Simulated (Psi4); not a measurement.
**GaH3Cl− ([GaClH3]-) at 3 levels**

Aim: a comparison of 3 runs (HF/pcseg-1, PBE0/def2-SVP, MN15-D3(BJ)/pcseg-3) of GaH3Cl− ([GaClH3]-). 

The calculation is run with Psi4 1.11.

2 further runs of the same task are left out: 1 that didn't finish, 1 set aside as unsound or not needed.

## 1. The system as given

The species is GaH3Cl− (5 atoms), meant as a singlet with charge -1. As SMILES, `[H][Ga-]([H])([H])[Cl]`. The shape comes from GFN2-xTB, which is rough for such elements, and wasn't checked as a minimum.

Bond lengths: Ga1–Cl2 2.091 Å, Ga1–H3 1.572 Å, Ga1–H4 1.573 Å, Ga1–H5 1.572 Å. Angles: Cl2–Ga1–H3 109.8°, Cl2–Ga1–H4 109.1°, Cl2–Ga1–H5 109.3°, H3–Ga1–H4 109.5°, H3–Ga1–H5 109.7°, H4–Ga1–H5 109.4°.

## 2. A single-point energy at HF/pcseg-1 (run 1)

File calc.in:

```
memory 1600 MB

molecule {
  -1 1
  Ga
  Cl 1 2.090704
  H 1 1.572335 2 109.80655
  H 1 1.573493 3 109.467 2 119.7369
  H 1 1.572216 3 109.72881 4 120.07457
  symmetry c1
}

set basis pcseg-1
set reference rhf
set puream true
set e_convergence 1e-09
set d_convergence 1e-08
set scf_type pk

energy_value, wavefunction = energy("hf", return_wfn=True)
oeprop(wavefunction, "DIPOLE", "MULLIKEN_CHARGES", "MAYER_INDICES", title="HF")
```

Started as:

```bash
$ psi4 calc.in calc.out -n 1
```

calc.out:

```text
[...]
  Running in c1 symmetry.
[...]
  Nuclear repulsion =  174.280740640001284
[...]
  Multiplicity = 1
[...]
  Nalpha       = 26
  Nbeta        = 26
[...]
    Number of basis functions: 60
[...]
   @RHF iter   1: -2383.40173863482460   -3.60743e+00   1.87069e-02 DIIS/ADIIS
[...]
   @RHF iter  11: -2384.26984953144938   -5.00222e-12   1.03166e-09 DIIS
[...]
    Orbital Energies [Eh]
    ---------------------
    Doubly Occupied:
       1A   -378.505022     2A   -104.570221     3A    -47.893418
       4A    -42.256325     5A    -42.255845     6A    -42.255833
       7A    -10.316416     8A     -7.795734     9A     -7.793587
      10A     -7.793586    11A     -6.171055    12A     -4.287458
      13A     -4.283994    14A     -4.283993    15A     -1.010121
      16A     -0.998398    17A     -0.998372    18A     -0.990740
      19A     -0.990692    20A     -0.862006    21A     -0.419581
      22A     -0.281613    23A     -0.281536    24A     -0.277047
      25A     -0.196684    26A     -0.195943
[...]
  @RHF Final Energy: -2384.26984953144938
   => Energetics <=
    Nuclear Repulsion Energy =            174.2807406400012837
    One-Electron Energy =               -3681.1707414155416700
    Two-Electron Energy =                1122.6201512440911756
    Total Energy =                      -2384.2698495314493812
[...]
 Multipole Moments:
 ------------------------------------------------------------------------------------
     Multipole            Electronic (a.u.)      Nuclear  (a.u.)        Total (a.u.)
 ------------------------------------------------------------------------------------
 L = 1.  Multiply by 2.5417464519 to convert [e a0] to [Debye]
 Dipole X            :          0.0159944           -0.0087960            0.0071984
 Dipole Y            :          0.0259031           -0.0146080            0.0112951
 Dipole Z            :          0.5810327           -0.2748754            0.3061573
 Magnitude           :                                                    0.3064501
[...]
  Mulliken Charges: (a.u.)
   Center  Symbol    Alpha    Beta     Spin     Total
       1    GA    15.25772 15.25772  0.00000  0.48457
       2    CL     8.79469  8.79469  0.00000 -0.58938
       3     H     0.64907  0.64907  0.00000 -0.29814
       4     H     0.64938  0.64938  0.00000 -0.29876
       5     H     0.64914  0.64914  0.00000 -0.29829
   Total alpha = 26.00000, Total beta = 26.00000, Total charge = -1.00000
  Mayer Bond Indices:
[...]
```

Wall time 4.2 s (1 thread of AMD EPYC 7R43 (Zen 3), shared host); peak memory 0.22 GiB.

## 3. A single-point energy at PBE0/def2-SVP (run 2)

File clgah3.py:

```python
import psi4

psi4.set_memory(1600000000)
psi4.set_num_threads(1)
psi4.set_output_file('run.log', False)

geom = psi4.geometry("""
-1 1
Ga     0.002750    -0.000930    -0.104610
Cl     0.007540    -0.017830     1.986020
H      1.480820     0.011930    -0.640690
H     -0.748550     1.287050    -0.607140
H     -0.742550    -1.280220    -0.633580
symmetry c1
no_reorient
no_com
""")

psi4.set_options({
    'reference': 'rks',
    'puream': True,
    'e_convergence': 1e-09,
    'd_convergence': 1e-08,
    'scf_type': 'pk',
    'dft_radial_points': 99,
    'dft_spherical_points': 590,
})

e, wfn = psi4.energy("pbe0/def2-SVP", return_wfn=True)
psi4.oeprop(wfn, "LOWDIN_CHARGES", "DIPOLE", "MULLIKEN_CHARGES", title="PBE0")
print(f'total energy {e:.8f} hartree = {e * 27.211386:.5f} eV')
```

Started as:

```bash
$ python clgah3.py
```

run.log:

```text
[...]
  Running in c1 symmetry.
[...]
  Nuclear repulsion =  174.280749122135518
[...]
  Multiplicity = 1
[...]
  Nalpha       = 26
  Nbeta        = 26
[...]
    Number of basis functions: 65
[...]
   @RKS iter   1: -2384.04657498457027   -1.25923e+00   3.98992e-02 DIIS/ADIIS
[...]
   @RKS iter  11: -2386.13213436821025   -1.81899e-11   8.57063e-09 DIIS
[...]
  @RKS Final Energy: -2386.13213436821025
   => Energetics <=
    Nuclear Repulsion Energy =            174.2807491221355178
    One-Electron Energy =               -3680.7930494270704003
    Two-Electron Energy =                1199.1135043921217402
    DFT Exchange-Correlation Energy =     -78.7333384553977993
    Empirical Dispersion Energy =           0.0000000000000000
    VV10 Nonlocal Energy =                  0.0000000000000000
    Total Energy =                      -2386.1321343682106999
[...]
 Multipole Moments:
 ------------------------------------------------------------------------------------
     Multipole            Electronic (a.u.)      Nuclear  (a.u.)        Total (a.u.)
 ------------------------------------------------------------------------------------
 L = 1.  Multiply by 2.5417464519 to convert [e a0] to [Debye]
 Dipole X            :         -0.3807446            0.3838979            0.0031532
 Dipole Y            :          0.5935615           -0.5918244            0.0017371
 Dipole Z            :        -54.7120046           54.1180146           -0.5939900
 Magnitude           :                                                    0.5940009
[...]
  Mulliken Charges: (a.u.)
   Center  Symbol    Alpha    Beta     Spin     Total
       1    GA    15.42902 15.42902  0.00000  0.14197
       2    CL     8.70767  8.70767  0.00000 -0.41533
       3     H     0.62110  0.62110  0.00000 -0.24221
       4     H     0.62117  0.62117  0.00000 -0.24235
       5     H     0.62104  0.62104  0.00000 -0.24208
   Total alpha = 26.00000, Total beta = 26.00000, Total charge = -1.00000
  Lowdin Charges: (a.u.)
   Center  Symbol    Alpha    Beta     Spin     Total
       1    GA    15.71294 15.71294  0.00000 -0.42588
[...]
```

The script printed:

```text
total energy -2386.13213437 hartree = -64929.96256 eV
```

Run time: 14 s. Hardware: 1 thread of AMD EPYC 7R43 (Zen 3), shared host; peak memory 0.69 GiB.

## 4. A single-point energy at MN15-D3(BJ)/pcseg-3 (density fitting) (run 3)

File job.json:

```json
{
 "schema_name": "qcschema_input",
 "schema_version": 1,
 "molecule": {
  "schema_name": "qcschema_molecule",
  "schema_version": 2,
  "symbols": ["Ga", "Cl", "H", "H", "H"],
  "geometry": [0.00519675, -0.00175745, -0.19768425, 0.01424853, -0.03369382, 3.75303388, 2.79834424, 0.02254443, -1.21072863, -1.41455449, 2.43217201, -1.14732832, -1.40321613, -2.41926518, -1.19729268],
  "molecular_charge": -1,
  "molecular_multiplicity": 1,
  "fix_com": true,
  "fix_orientation": true
 },
 "driver": "energy",
 "model": {
  "method": "mn15-d3bj2b",
  "basis": "pcseg-3"
 },
 "keywords": {
  "reference": "rks",
  "scf_type": "df",
  "df_scf_guess": false
 }
}
```

Started as:

```bash
$ psi4 --qcschema job.json -n 1 --memory 1600MB
```

stdout:

```text
[...]
  Running in c1 symmetry.
[...]
  Nuclear repulsion =  174.280749125555189
[...]
  Multiplicity = 1
[...]
  Nalpha       = 26
  Nbeta        = 26
[...]
    Number of basis functions: 231
[...]
   @DF-RKS iter   1: -2384.83381581487083   -8.44126e-01   1.43655e-02 ADIIS/DIIS
[...]
   @DF-RKS iter   9: -2387.32853419358025   -4.99167e-07   9.22132e-07 DIIS
[...]
    Orbital Energies [Eh]
    ---------------------
    Doubly Occupied:
       1A   -369.793462     2A   -100.174685     3A    -44.633625
       4A    -40.084456     5A    -40.083884     6A    -40.083880
       7A     -8.962402     8A     -6.981772     9A     -6.976879
      10A     -6.976870    11A     -5.024615    12A     -3.519084
      13A     -3.515661    14A     -3.515634    15A     -0.698155
      16A     -0.680318    17A     -0.680315    18A     -0.675825
      19A     -0.675807    20A     -0.624108    21A     -0.302867
      22A     -0.186216    23A     -0.186142    24A     -0.183606
      25A     -0.112088    26A     -0.111482
[...]
  @DF-RKS Final Energy: -2387.32853419358025
   => Energetics <=
    Nuclear Repulsion Energy =            174.2807491255551895
    One-Electron Energy =               -3680.4943301007501759
    Two-Electron Energy =                1178.8921584195895775
    DFT Exchange-Correlation Energy =     -60.0070142228252621
    Empirical Dispersion Energy =          -0.0000974151498221
    VV10 Nonlocal Energy =                  0.0000000000000000
    Total Energy =                      -2387.3285341935802535
[...]
 Multipole Moments:
 ------------------------------------------------------------------------------------
     Multipole            Electronic (a.u.)      Nuclear  (a.u.)        Total (a.u.)
 ------------------------------------------------------------------------------------
 L = 1.  Multiply by 2.5417464519 to convert [e a0] to [Debye]
 Dipole X            :         -0.3812823            0.3838979            0.0026155
 Dipole Y            :          0.5945488           -0.5918246            0.0027242
 Dipole Z            :        -54.8283012           54.1180146           -0.7102866
 Magnitude           :                                                    0.7102967
[...]
```

The result, in JSON:

```text
{
 "driver": "energy",
 "model": {
  "method": "mn15-d3bj2b",
  "basis": "pcseg-3"
 },
 "success": true,
 "return_result": -2387.3285341935803,
 "properties": {
  "calcinfo_nbasis": 231,
  "calcinfo_nmo": 231,
  "calcinfo_nalpha": 26,
  "calcinfo_nbeta": 26,
  "calcinfo_natom": 5,
  "nuclear_repulsion_energy": 174.2807491255552,
  "return_energy": -2387.3285341935803,
  "scf_one_electron_energy": -3680.49433010075,
  "scf_two_electron_energy": 1178.8921584195896,
  "scf_xc_energy": -60.00701422282526,
  "scf_dispersion_correction_energy": -9.74151498220787e-05,
  "scf_dipole_moment": [0.002615538621669744, 0.00272419546909064, -0.7102866110699324],
  "scf_total_energy": -2387.3285341935803,
  "scf_iterations": 9
 }
}
```

It took 43 s on 1 thread of AMD EPYC 7R43 (Zen 3), shared host; peak memory 1.1 GiB.

## 5. All runs side by side

| run | level | integration grid | integrals | energy (Eh) | HOMO energy (eV) | LUMO energy (eV) | HOMO–LUMO gap (eV) | wall time |
| --- | --- | --- | --- | --- | --- | --- | --- | --- |
| 1 | HF/pcseg-1 | – | pk | -2384.269850 | -5.33 | 8.33 | 13.66 | 4.2 s |
| 2 | PBE0/def2-SVP | 99 radial × 590 angular | pk | -2386.132134 | -1.92 | 6.34 | 8.26 | 14 s |
| 3 | MN15-D3(BJ)/pcseg-3 (density fitting) | 75 radial × 302 angular | df | -2387.328534 | -3.03 | 5.20 | 8.23 | 43 s |

## 6. What came out

| quantity | value |
| --- | --- |
| run 3: total energy | -2387.32853 Eh |
| run 3: HOMO energy | -3.03 eV |
| run 3: LUMO energy | 5.20 eV |
| run 3: HOMO–LUMO gap (to an unbound level, set by the basis) | 8.23 eV |
| run 3: dispersion energy | -0.26 kJ/mol |

The HOMO–LUMO gap runs from 8.23 eV (MN15-D3(BJ)/pcseg-3) to 13.66 eV (HF/pcseg-1). The two ends differ in method and basis. The empty levels of an anion lie above zero and hang on the basis. Totals of different functionals can't be ranked against each other. All runs together took 62 s, the longest 43 s.
